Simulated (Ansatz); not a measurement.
**CH₄F₂OSi: up Jacob's ladder to CCSD(T)**

How much do the methods differ for CH₄F₂OSi? The plan is to run it at one geometry with functionals of several rungs and with coupled cluster. The yardstick is the atomisation energy at the CCSD(T) limit.

Method: functionals in def2-TZVPP, the program's frozen cores in correlated methods; program: Ansatz 0.2.0, Gaussian basis.

The runs, in order: PBE-D4, r2SCAN-D4, PBE0-D4, B3LYP-D4, ωB97X-V, ωB97M-V, B2PLYP; CCSD(T)/def2-TZVPP; MP2/def2-QZVPP; extrapolation to the limit.

## Step 1: The relaxed structure

All runs share one geometry, relaxed beforehand with PBE0-D4 in a triple-zeta def2 set.

SMILES `FCO[SiH2]F`, 9 atoms, charge 0, spin multiplicity 1.

Atoms are counted from 1 here; the program's logs count them from 0.

Bond lengths: F1–C2 1.375 Å, C2–O3 1.376 Å, C2–H6 1.092 Å, C2–H7 1.095 Å, O3–Si4 1.639 Å, Si4–F5 1.596 Å, Si4–H8 1.476 Å, Si4–H9 1.474 Å. Angles: F1–C2–O3 110.5°, F1–C2–H6 107.8°, F1–C2–H7 107.1°, O3–C2–H6 108.4°, O3–C2–H7 111.4°, H6–C2–H7 111.5°, C2–O3–Si4 127.4°, O3–Si4–F5 109.3°, O3–Si4–H8 112.3°, O3–Si4–H9 105.3°, F5–Si4–H8 107.1°, F5–Si4–H9 109.1°, H8–Si4–H9 113.7°.

## Step 2: PBE-D4 (GGA)

Contents of in.yaml:

```yaml
crystal:
  periodic: [false, false, false]
  atoms:
    - {symbol: F, position_ang: [-1.150829, -0.549152, 1.462965]}
    - {symbol: C, position_ang: [-1.155234, 0.476091, 0.547440]}
    - {symbol: O, position_ang: [-0.464564, 0.112436, -0.585567]}
    - {symbol: Si, position_ang: [1.072622, -0.448718, -0.676415]}
    - {symbol: F, position_ang: [2.054051, 0.586820, 0.038058]}
    - {symbol: H, position_ang: [-2.193104, 0.672657, 0.270681]}
    - {symbol: H, position_ang: [-0.697372, 1.344168, 1.032852]}
    - {symbol: H, position_ang: [1.236360, -1.745454, 0.008766]}
    - {symbol: H, position_ang: [1.386471, -0.495248, -2.115778]}
basis:
  gaussian: {orbitals: def2-TZVPP}
hamiltonian: {xc: pbe, dispersion: d4}
output: {forces: true, orbitals: {seedname: orbitals}}
```

Launch:

```
> ansatz run in.yaml --threads 4 --pin off --events-out ev --progress --plain --max-ram 10444MiB
```

After this run come: r2SCAN-D4 (meta-GGA); PBE0-D4 (hybrid); B3LYP-D4 (hybrid); ωB97X-V (range-separated); ωB97M-V (range-separated); B2PLYP (double hybrid); CCSD(T) in def2-TZVPP; MP2 in def2-QZVPP.

**Question.** What will the summary of the whole plan be? Wanted: atomisation energy, CCSD(T)/CBS; farthest; mean size of error, hybrid; mean size of error, range-separated; gap, smallest and largest; T1 diagnostic; triples share of the correlation energy.

The runs gave:

| quantity | value |
| --- | --- |
| atomisation energy, CCSD(T)/CBS | 824.3 kcal/mol |
| functionals within 4.1 kcal/mol (0.5 %) | r2SCAN-D4, ωB97X-V, ωB97M-V |
| farthest | B2PLYP (-11.5 kcal/mol) |
| mean size of error, hybrid | 9.0 kcal/mol |
| mean size of error, range-separated | 0.8 kcal/mol |
| gap, smallest and largest | 7.15 eV (PBE-D4), 14.28 eV (ωB97X-V) |
| T1 diagnostic | 0.0118 |
| triples share of the correlation energy | 3.1 % |

PBE-D4 misses by +8.5 kcal/mol. Double hybrids carry the basis error of their MP2 part in triple zeta, and no dispersion term here, so their miss is partly the set-up's. Misses under about 4.1 kcal/mol are within the doubt on the reference itself, which lacks core-valence correlation, relativity and higher excitations. Hartree-Fock recovers 72 % of the binding; the rest is correlation. The gap grows from 7.2 to 14.3 eV across the functionals, mostly with the share of exact exchange.
